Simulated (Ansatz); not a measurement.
# CaO (Lime): the cost of one run

Computed with Ansatz 0.2.0, driven from Python. Level of theory: DFT PBE, all-electron LAPW.

### Step 1. The structure

It takes space group Fm-3m (No. 225, cubic). Conventional cell: a = 4.813 Å, b = 4.813 Å, c = 4.813 Å, α = 90.00°, β = 90.00°, γ = 90.00°. Around Ca (site symmetry m-3m) lie 6 O at 2.41 Å. Around O (site symmetry m-3m) lie 6 Ca at 2.41 Å.

No structure file is read: the coordinates are typed or built in the script.

### Step 2. The code

Input file eos_lapw_cao.py:

```python
# -*- coding: utf-8 -*-
'''E(V) of CaO on LAPW.'''

import warnings

import ansatz as az
from ase.eos import EquationOfState
from ase.units import GPa
import numpy as np

vectors0 = np.array([
    [0.0, 2.4065, 2.4065],
    [2.4065, 0.0, 2.4065],
    [2.4065, 2.4065, 0.0],
])
sites = [
    ('Ca', [0.0, 0.0, 0.0]),
    ('O', [0.5, 0.5, 0.5]),
]


def make_crystal(cell):
    crystal = az.Crystal(lattice=az.Lattice.of(cell))
    for symbol, position in sites:
        crystal = crystal.atom(symbol, position)
    return crystal


def main():
    warnings.simplefilter('ignore', az.DeckWarning)

    volumes, energies = [], []
    for scale in np.linspace(0.94, 1.06, 5):
        cell = vectors0 * scale ** (1 / 3)
        model = make_crystal(cell).calculation()
        model = model.occupations(az.OccupationsMethod.FIXED)
        model = model.scf(tolerance=1e-07).functional('PBE')
        model = model.kpoints(7, 7, 7).pseudopotentials('all_electron', lapw=True)
        summary = model.run(threads=1, backend='cpu').report
        volumes.append(abs(np.linalg.det(cell)) / len(sites))
        energies.append(summary['free_energy_ev'] / len(sites))
        print(f'{scale:.3f} {volumes[-1]:9.4f} A^3/atom {energies[-1]:16.5f} eV/atom  (estimated basis error {1000 * summary["lapw_basis_errors"]["total_ev_per_atom"]:.2f} meV/atom)')
    v0, e0, bulk = EquationOfState(volumes, energies, eos='birchmurnaghan').fit()
    print(f'V0 = {v0:.4f} A^3/atom, B0 = {bulk / GPa:.1f} GPa')


if __name__ == '__main__':
    main()
```

### Step 3. The input behind the calls

The package turns the script's settings into the engine's input (first run):

```yaml
crystal:
  lattice:
    - [0.0, 2.3573739706239984, 2.3573739706239984]
    - [2.3573739706239984, 0.0, 2.3573739706239984]
    - [2.3573739706239984, 2.3573739706239984, 0.0]
  atoms:
    - { symbol: Ca, position: [0.0, 0.0, 0.0] }
    - { symbol: O, position: [0.5, 0.5, 0.5] }
kpoints:
  mp_grid:
    grid: [7, 7, 7]
hamiltonian:
  xc: pbe
  pseudopotentials:
    kind: all_electron
    lapw: {}
scf:
  convergence:
    dr2_threshold: 1.0e-07
  occupations:
    method: fixed
```

### Step 4. The run

Launch:

```bash
$ python eos_lapw_cao.py
```

**Question.** How long does this script take on 1 thread of Arm Neoverse V2, shared host, and how much memory does it need?

About 19 s, with a peak of 0.34 GiB.
